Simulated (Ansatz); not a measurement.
# A workflow on CH6FNSn (SMILES [CH3][SnH]([NH2])[F])

Wanted: a series of 8 runs (HF/STO-3G, UHF/STO-3G, HF/3-21G, UHF/3-21G) of CH6FNSn. 

Program for the calculation: Ansatz 0.2.0.

## 1. Starting point

CH6FNSn has 10 atoms, charge 0, and is taken as a singlet. As SMILES, `[CH3][SnH]([NH2])[F]`. The shape is that of a PBE0-D4/def2-TZVP optimisation. This is one conformer, not always the lowest. The run starts from this shape.

Bond lengths: C1–Sn2 2.121 Å, Sn2–N3 2.000 Å, Sn2–F4 1.931 Å, C1–H5 1.090 Å, C1–H6 1.090 Å, C1–H7 1.089 Å, Sn2–H8 1.704 Å, N3–H9 1.008 Å, N3–H10 1.008 Å. Some angles: C1–Sn2–N3 111.9°, C1–Sn2–F4 103.5°, N3–Sn2–F4 105.0°, C1–Sn2–H8 120.3°, N3–Sn2–H8 111.0°, F4–Sn2–H8 103.2°, Sn2–C1–H5 108.9°, Sn2–C1–H6 110.7°, Sn2–C1–H7 109.4°, Sn2–N3–H9 117.9°.

## 2. A structure relaxation at HF/STO-3G (start density atoms) (run 1)

Contents of in.yaml:

```yaml
crystal:
  periodic: [false, false, false]
  atoms:
    - {symbol: C, position_ang: [-1.023300, 1.186900, 0.305600]}
    - {symbol: Sn, position_ang: [-0.012600, -0.424100, -0.632800]}
    - {symbol: N, position_ang: [1.522200, -1.085200, 0.465800]}
    - {symbol: F, position_ang: [-1.308600, -1.855400, -0.593400]}
    - {symbol: H, position_ang: [-1.191500, 0.935400, 1.352900]}
    - {symbol: H, position_ang: [-0.432400, 2.100700, 0.242800]}
    - {symbol: H, position_ang: [-1.985300, 1.342500, -0.181300]}
    - {symbol: H, position_ang: [0.413300, -0.329300, -2.280300]}
    - {symbol: H, position_ang: [1.719700, -0.610700, 1.333200]}
    - {symbol: H, position_ang: [2.381600, -1.312000, -0.009700]}
basis:
  gaussian:
    orbitals: STO-3G
hamiltonian:
  xc: hf
relax:
  f_tol: 0.002
output: {orbitals: {seedname: orbitals}}
```

Command:

```sh
$ ansatz run in.yaml --threads 1 --pin off --max-ram 3480MiB --events-out events.jsonl --progress --plain --runs-dir runs
```

The log of the run:

```text
Warning: RAYON_NUM_THREADS=1 ignored (pool sized by the plan → 1); use --threads N
The last accepted step is kept in runs//last_step.txt (removed where the run ends without a failure and the disk answers)
[... 143 lines left out ...]
Total energy: -167513.59026473 eV, -6156.0108974393 hartree
[... 10 lines left out ...]
Dipole moment:     0.126121     0.108347    -0.049685 e Å
```

Run time: 53 s. Hardware: 1 thread of Arm Neoverse V1, shared host; peak memory 0.13 GiB.

The path in brief:

```csv
step,energy from the first frame kept (eV),largest force (eV/Å)
1,0.0000,2.2363
2,-0.1513,0.8940
3,-0.1987,0.4008
4,-0.2085,0.3961
5,-0.2102,0.6330
6,-0.2030,0.5770
7,-0.2200,0.1984
8,-0.2249,0.3968
9,-0.2176,0.6607
10,-0.2273,0.0301
11,-0.2270,0.0926
12,-0.2277,0.0101
13,-0.2277,0.1436
14,-0.2281,0.0213
15,-0.2281,0.0047
16,-0.2281,0.0036
17,-0.2281,0.0029
18,-0.2281,0.0052
19,-0.2281,0.0039
20,-0.2281,0.0031
21,-0.2281,0.0020
```

After the run. Bond lengths: C1–Sn2 2.100 Å, Sn2–N3 1.932 Å, Sn2–F4 1.889 Å, C1–H5 1.082 Å, C1–H6 1.082 Å, C1–H7 1.082 Å, Sn2–H8 1.634 Å, N3–H9 1.015 Å, N3–H10 1.015 Å. Some angles: C1–Sn2–N3 109.7°, C1–Sn2–F4 107.1°, N3–Sn2–F4 107.8°, C1–Sn2–H8 113.7°, N3–Sn2–H8 109.7°, F4–Sn2–H8 108.6°, Sn2–C1–H5 111.9°, Sn2–C1–H6 111.9°, Sn2–C1–H7 111.9°, Sn2–N3–H9 123.1°.

## 3. Vibrational wavenumbers at HF/STO-3G (start density atoms) (run 2)

Contents of input.yaml:

```yaml
crystal:
  periodic: [false, false, false]
  atoms:
    - symbol: C
      position_ang: [-1.017943, 1.182366, 0.263312]
    - symbol: Sn
      position_ang: [-0.022217, -0.442856, -0.618685]
    - symbol: N
      position_ang: [1.594142, -0.828580, 0.366978]
    - symbol: F
      position_ang: [-1.162987, -1.940453, -0.466910]
    - symbol: H
      position_ang: [-1.219965, 1.011246, 1.312029]
    - symbol: H
      position_ang: [-0.438314, 2.093156, 0.197985]
    - symbol: H
      position_ang: [-1.969324, 1.378240, -0.212874]
    - symbol: H
      position_ang: [0.334096, -0.217866, -2.197008]
    - symbol: H
      position_ang: [1.618381, -0.925742, 1.376799]
    - symbol: H
      position_ang: [2.367232, -1.360710, -0.018827]
basis:
  gaussian: {orbitals: STO-3G}
hamiltonian: {xc: hf}
phonons: {temperatures: {t_min: 298.15, t_max: 298.15, t_step: 1}}
```

Command:

```sh
$ ansatz run input.yaml --threads 1 --pin off --max-ram 3480MiB --events-out events.jsonl --progress --plain --runs-dir runs
```

The log of the run:

```text
Warning: RAYON_NUM_THREADS=1 ignored (pool sized by the plan → 1); use --threads N
[... 326 lines left out ...]
Total energy: -167513.59025987 eV, -6156.0108972608 hartree
[... 10 lines left out ...]
Dipole moment:     0.126122     0.108349    -0.049685 e Å
Vibrations: 58.12 141.63 190.55 199.43 207.34 236.60 621.89 679.70 683.24 721.28 754.76 935.24 954.08 967.19 1646.79 1866.70 1867.25 1993.09 2294.57 3561.92 3741.87 3743.49 4017.99 4195.75 cm⁻¹, zero-point energy 2.249104 eV
```

It took 93 s on 1 thread of Arm Neoverse V1, shared host; peak memory 0.12 GiB.

## 4. The doublet cation: the energy at UHF/STO-3G (start density atoms) (run 3)

Contents of input.yaml:

```yaml
crystal:
  periodic: [false, false, false]
  atoms:
    - {symbol: C, position_ang: [-1.017943, 1.182366, 0.263312]}
    - {symbol: Sn, position_ang: [-0.022217, -0.442856, -0.618685]}
    - {symbol: N, position_ang: [1.594142, -0.828580, 0.366978]}
    - {symbol: F, position_ang: [-1.162987, -1.940453, -0.466910]}
    - {symbol: H, position_ang: [-1.219965, 1.011246, 1.312029]}
    - {symbol: H, position_ang: [-0.438314, 2.093156, 0.197985]}
    - {symbol: H, position_ang: [-1.969324, 1.378240, -0.212874]}
    - {symbol: H, position_ang: [0.334096, -0.217866, -2.197008]}
    - {symbol: H, position_ang: [1.618381, -0.925742, 1.376799]}
    - {symbol: H, position_ang: [2.367232, -1.360710, -0.018827]}
basis:
  gaussian:
    orbitals: STO-3G
total_charge: 1
magnetization:
  spin_polarized: true
  initial_magnetization: 1
hamiltonian:
  xc: hf
```

Command:

```sh
$ ansatz run input.yaml --threads 1 --pin off --max-ram 3480MiB --events-out events.jsonl --progress --plain --runs-dir runs
```

The log of the run:

```text
Warning: RAYON_NUM_THREADS=1 ignored (pool sized by the plan → 1); use --threads N
Functional definition: HF
  name "HF"
  exchange = exact_x
  correlation = 0
658 factors; integrals over basis functions are off by at most 3.5e-5 eV
mean field evaluation 1: about -167504.3949 eV, gradient 1.6e1 eV
mean field evaluation 2: about -167504.4585 eV, gradient 1.6e1 eV
mean field evaluation 4: about -167508.1071 eV, gradient 2.2e0 eV
mean field evaluation 8: about -167508.2190 eV, gradient 2.2e-3 eV
mean field evaluation 16: about -167505.8872 eV, gradient 4.3e0 eV
mean field evaluation 32: about -167508.1302 eV, gradient 1.4e-1 eV
mean field -167508.21245513 eV, -6155.8132665815 hartree, gradient 2.7e-5 eV, S^2 0.766429; 0 other end points of the search recorded, 0 dependent functions left out
reference -167508.21245513 eV, -6155.8132665815 hartree; 39, 38 occupied and 9, 10 virtual orbitals, 658 factors
Total energy: -167508.21245513 eV, -6155.8132665815 hartree
```

Wall time 2.3 s (1 thread of Arm Neoverse V1, shared host); peak memory 0.14 GiB.

Runs 4 to 7 aren't shown in full; the table further down has their settings and results.

## 5. The doublet cation: a structure relaxation at UHF/3-21G (start density atoms) (run 8)

Contents of input.yaml:

```yaml
crystal:
  periodic: [false, false, false]
  atoms:
    - {symbol: C, position_ang: [-1.048070, 1.210465, 0.290169]}
    - {symbol: Sn, position_ang: [-0.032325, -0.450884, -0.611932]}
    - {symbol: N, position_ang: [1.599925, -0.923226, 0.398287]}
    - {symbol: F, position_ang: [-1.202171, -1.948131, -0.527228]}
    - {symbol: H, position_ang: [-1.220510, 1.033589, 1.346076]}
    - {symbol: H, position_ang: [-0.447234, 2.108235, 0.189213]}
    - {symbol: H, position_ang: [-2.007341, 1.387196, -0.182800]}
    - {symbol: H, position_ang: [0.366108, -0.243631, -2.285408]}
    - {symbol: H, position_ang: [1.678996, -0.849266, 1.393813]}
    - {symbol: H, position_ang: [2.395723, -1.375547, -0.007389]}
basis:
  gaussian: {orbitals: 3-21G.json}
total_charge: 1
magnetization: {spin_polarized: true, initial_magnetization: 1}
hamiltonian: {xc: hf}
relax: {}
```

The basis set 3-21G is read from a file made from the Basis Set Exchange's data (not shown).

Command:

```sh
$ ansatz run input.yaml --threads 1 --pin off --max-ram 3480MiB --events-out events.jsonl --progress --plain --runs-dir runs
```

The log of the run:

```text
Warning: RAYON_NUM_THREADS=1 ignored (pool sized by the plan → 1); use --threads N
The last accepted step is kept in runs//last_step.txt (removed where the run ends without a failure and the disk answers)
[... 267 lines left out ...]
Total energy: -168456.66680347 eV, -6190.6683209975 hartree
[... 10 lines left out ...]
Dipole moment:     1.106157     0.451123     0.308407 e Å
```

Run time: 3 min. Hardware: 1 thread of Arm Neoverse V1, shared host; peak memory 0.23 GiB.

Step by step:

```csv
step,energy from the first frame kept (eV),largest force (eV/Å)
1,0.0000,6.5921
3,-0.6548,2.4762
5,-0.7751,1.2162
7,-0.8148,0.1063
9,-0.8161,0.0510
11,-0.8146,0.1063
13,-0.8160,0.0887
15,-0.8170,0.0354
17,-0.8176,0.0586
19,-0.8180,0.0325
21,-0.8185,0.0101
23,-0.8198,0.0801
25,-0.8219,0.1077
27,-0.8306,0.0469
29,-0.8311,0.2024
31,-0.8279,0.7807
33,-0.8404,0.1945
35,-0.8437,0.1173
37,-0.8385,0.4738
39,-0.8458,0.0215
41,-0.8459,0.0105
```

After the run. Bond lengths: C1–Sn2 2.127 Å, Sn2–N3 2.217 Å, Sn2–F4 1.880 Å, C1–H5 1.084 Å, C1–H6 1.084 Å, C1–H7 1.084 Å, Sn2–H8 1.707 Å, N3–H9 1.022 Å, N3–H10 1.019 Å. Some angles: C1–Sn2–N3 104.5°, C1–Sn2–F4 114.2°, N3–Sn2–F4 87.6°, C1–Sn2–H8 128.2°, N3–Sn2–H8 100.9°, F4–Sn2–H8 111.3°, Sn2–C1–H5 110.0°, Sn2–C1–H6 111.0°, Sn2–C1–H7 110.2°, Sn2–N3–H9 118.5°.

## 6. Overview of the runs

```csv
run,level,task,walk f tol,partner,energy (Eh),wall time
1,HF/STO-3G (start density atoms),optimise,0.002,base,-6156.010897,53 s
2,HF/STO-3G (start density atoms),frequencies,–,base,-6156.010897,93 s
3,UHF/STO-3G (start density atoms),energy,–,cation,-6155.813267,2.3 s
4,UHF/STO-3G (start density atoms),optimise,–,cation,-6155.844323,1.9 min
5,HF/3-21G (start density atoms),optimise,0.002,base,-6190.934231,52 s
6,HF/3-21G (start density atoms),frequencies,–,base,-6190.934230,2 min
7,UHF/3-21G (start density atoms),energy,–,cation,-6190.637229,6.6 s
8,UHF/3-21G (start density atoms),optimise,–,cation,-6190.668321,3 min
```

## 7. Outcome

| quantity | value |
| --- | --- |
| doublet cation, run 8: total energy at the end | -6190.66832 Eh |
| doublet cation, run 8: ⟨S²⟩ | 0.759 |
| vertical ionisation energy (to the doublet cation), HF/STO-3G | 5.378 eV |
| vertical ionisation energy (to the doublet cation), HF/3-21G | 8.082 eV |
| adiabatic ionisation energy (to the doublet cation, no zero-point term), HF/STO-3G | 4.533 eV |
| adiabatic ionisation energy (to the doublet cation, no zero-point term), HF/3-21G | 7.236 eV |

What this shows: At HF/STO-3G: the vertical ionisation energy comes to 5.38 eV (124 kcal/mol). In a minimal basis such a difference can be off by several eV, whatever the method. At HF/3-21G: the vertical ionisation energy comes to 8.08 eV (186 kcal/mol). At HF/STO-3G: the adiabatic ionisation energy (to the doublet cation, no zero-point term) is 4.53 eV (437 kJ/mol). At HF/3-21G: the adiabatic ionisation energy (to the doublet cation, no zero-point term) is 7.24 eV (167 kcal/mol). In runs 1, 2, 3, 4 the basis is minimal, so the values are rough. In runs 1, 2, 3, 4, 5, 6, 7, 8 relativity is left out where basis or elements ask for it. All runs together took 10 min, the longest 3 min.
